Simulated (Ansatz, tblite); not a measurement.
**The cluster Cd2TeF2: rung by rung**

How do method and basis change the picture of the cluster Cd2TeF2 (singlet)?

Program: Ansatz 0.2.0, Gaussian basis. Level of theory: as each input shows. These are calculated values, not measurements.

The runs, in order: GFN1-xTB, GFN2-xTB, PBE-D4/def2-TZVP, r2SCAN-D4/def2-TZVP, r2SCAN0-D4/def2-TZVP, r2SCANh-D4/def2-TZVP, B3LYP-D4/def2-TZVP, ωB97M-V/def2-TZVP, B97M-V/def2-TZVP, revPBE-D4/def2-TZVP, BHLYP-D4/def2-TZVP, PBE-D4/def2-SVP, PBE0-D4/def2-SVP, PBE0-D4/def2-TZVPD, PBE-D4/def2-TZVPD, r2SCAN-D4/def2-TZVPD, CCSD(T)/def2-SVP, MP2/def2-TZVP, RPA/def2-TZVP.

7 further runs of the same task are left out: 7 set aside as unsound or not needed. Runs told in other sessions of the task aren't counted.

## (1) The structure

The geometry is that of the singlet, from an earlier relaxation (r2SCAN-D4/def2-SVP). At that level it is the lowest of the isomers that a small search found.

5 atoms, charge 0, spin multiplicity 1.

Bond lengths: Cd1–Te3 2.610 Å, Cd1–F5 1.939 Å, Cd2–Te3 2.610 Å, Cd2–F4 1.939 Å. Angles: Te3–Cd1–F5 179.7°, Te3–Cd2–F4 179.7°, Cd1–Te3–Cd2 85.8°.

Cd, Te take a core potential in the def2 sets. No spin-orbit coupling is included.

PBE0-D4/def2-TZVP was run before; its log isn't repeated, and its numbers join the tables.

## (2) GFN1-xTB

Tight binding, by tblite at 300 K electronic temperature and without a spin-polarisation term:

```python
tblite.interface.Calculator('GFN1-xTB', numbers, positions, charge=0, uhf=0).singlepoint()
```

Energy -430.3577 eV, HOMO -10.96 eV, LUMO -7.63 eV; 0.002 s.

## (3) GFN2-xTB

Tight binding, by tblite at 300 K electronic temperature and without a spin-polarisation term:

```python
tblite.interface.Calculator('GFN2-xTB', numbers, positions, charge=0, uhf=0).singlepoint()
```

Energy -376.3908 eV, HOMO -11.67 eV, LUMO -7.56 eV; 0.003 s.

## (4) PBE-D4/def2-TZVP

start.molden holds the orbitals of an earlier run on this state, given as this run's starting guess.

Input file in.yaml:

```yaml
crystal:
  periodic: [false, false, false]
  atoms:
    - {symbol: Cd, position_ang: [0.614260, -1.553821, 0.629526]}
    - {symbol: Cd, position_ang: [-0.888231, 1.347982, -0.762509]}
    - {symbol: Te, position_ang: [-1.561969, -1.173153, -0.759390]}
    - {symbol: F, position_ang: [-0.396549, 3.224019, -0.765551]}
    - {symbol: F, position_ang: [2.232490, -1.845017, 1.657914]}
basis:
  gaussian: {orbitals: def2-TZVP, initial_orbitals: start.molden}
hamiltonian: {xc: pbe, dispersion: d4}
scf: {omitted_lower_state_checks: [starts]}
output: {orbitals: {seedname: orbitals}}
```

Started as:

```
ansatz run in.yaml --threads 4 --pin off --events-out ev --progress --plain --max-ram 3916MiB
```

Further steps of the session: r2SCAN-D4/def2-TZVP; r2SCAN0-D4/def2-TZVP; r2SCANh-D4/def2-TZVP; B3LYP-D4/def2-TZVP; ωB97M-V/def2-TZVP; B97M-V/def2-TZVP; revPBE-D4/def2-TZVP; BHLYP-D4/def2-TZVP; PBE-D4/def2-SVP; PBE0-D4/def2-SVP; PBE0-D4/def2-TZVPD; PBE-D4/def2-TZVPD; r2SCAN-D4/def2-TZVPD; CCSD(T)/def2-SVP; MP2/def2-TZVP; RPA/def2-TZVP.

Before running them: what should the planned runs give, taken together? Wanted: gap in def2-TZVP, named functionals, smallest and largest; correlation energy, CCSD(T)/def2-SVP; correlation energy, MP2/def2-TZVP; binding an atom, CCSD(T)/def2-SVP; PBE0 total energy, smallest basis above largest.

The runs gave:

| quantity | value |
| --- | --- |
| gap in def2-TZVP, named functionals, smallest and largest | 3.05 eV (PBE-D4), 8.50 eV (ωB97M-V) |
| correlation energy, CCSD(T)/def2-SVP | -33.48 eV |
| correlation energy, MP2/def2-TZVP | -53.60 eV |
| binding an atom, CCSD(T)/def2-SVP | 1.843 eV |
| PBE0 total energy, smallest basis above largest | 9.49 eV (def2-SVP, def2-TZVPD) |

**Reading.** Over the named functionals in def2-TZVP the gap runs from 3.05 eV (PBE-D4) to 8.50 eV (ωB97M-V); exact exchange widens it. The functionals in def2-TZVP miss CCSD(T)/def2-SVP by -0.004 (BHLYP-D4) to +0.278 eV (PBE-D4) an atom. The yardstick is in a double-zeta basis, so levels in larger sets aren't compared like for like. CCSD(T)/def2-SVP isn't at the basis-set limit; small misses against it rank nothing.
